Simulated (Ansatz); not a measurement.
**AlGaN+ (triplet): the correlation ladder, cc-pVTZ**

The task here is to estimate one member of a computed series from the others.

Method: cc-pVTZ, core rule «outside noble gas», up to 20 orbitals frozen; program: Ansatz 0.2.0, Gaussian basis.

To be run: UHF; CCSD(T) on ROHF; CCSD(T) on UHF; BCCD(T) on ROHF; CCSDT(Q) on ROHF; CCSDT(Q) on UHF.

6 further runs of the same task are left out: 3 for a known fault of the program, 3 set aside as unsound or not needed.

## The geometry

The geometry is a PBE0/def2-TZVP stationary point (not a proven minimum) of the parent state, kept for this charge and spin. No spin-orbit coupling is included. The filled d shell of Ga may be among the frozen orbitals whatever the setting's name suggests; the logs give the count.

3 atoms, charge 1, spin multiplicity 3.

Atoms are counted from 1 here; the program's logs count them from 0.

Bond lengths: Al1–N2 1.708 Å, N2–Ga3 1.780 Å. Angles: Al1–N2–Ga3 180.0°.

Set-up of the first run:

Input file in.yaml:

```yaml
crystal:
  periodic: [false, false, false]
  atoms:
    - {symbol: Al, position_ang: [0.000000, 0.000000, -1.732100]}
    - {symbol: N, position_ang: [0.000000, 0.000000, -0.023700]}
    - {symbol: Ga, position_ang: [0.000000, 0.000000, 1.755800]}
basis:
  gaussian: {orbitals: cc-pVTZ}
total_charge: 1
magnetization: {spin_polarized: true, initial_magnetization: 2}
hamiltonian: {xc: hf}
output: {orbitals: {seedname: orbitals}}
```

Run with:

```sh
$ ansatz run in.yaml --threads 1 --pin off --events-out ev --progress --plain --max-ram 4096MiB --backend cpu
```

Steps of the session up to this table: UHF; CCSD(T) on ROHF; CCSD(T) on UHF; BCCD(T) on ROHF; CCSDT(Q) on ROHF; CCSDT(Q) on UHF.

One table of the session follows, with a row left open; its other results are not shown here.

| method | from RCCSDT(Q) (kJ/mol) |
| --- | --- |
| ROHF | +790.4 |
| UHF | +781.5 |
| RMP2 | +47.0 |
| UMP2 | +46.1 |
| RCCSD | +51.1 |
| UCCSD | +49.3 |
| RCCSD(T) | +4.8 |
| UCCSD(T) | ? |
| BCCD(T) | +4.4 |
| RCCSDT | +4.0 |
| UCCSDT | +2.7 |
| RCCSDT(Q) | 0 |
| UCCSDT(Q) | -2.0 |

Estimate the missing values for UCCSD(T).

**Answer.** from RCCSDT(Q) (kJ/mol): +3.6. In the column «from RCCSDT(Q) (kJ/mol)» it lies between UCCSDT (+2.7) and RCCSDT (+4.0).

To keep in mind: Restricted and unrestricted rows rest on different reference determinants; where their highest levels disagree by more than a few hundredths of an eV, they describe different states and don't form one ladder.
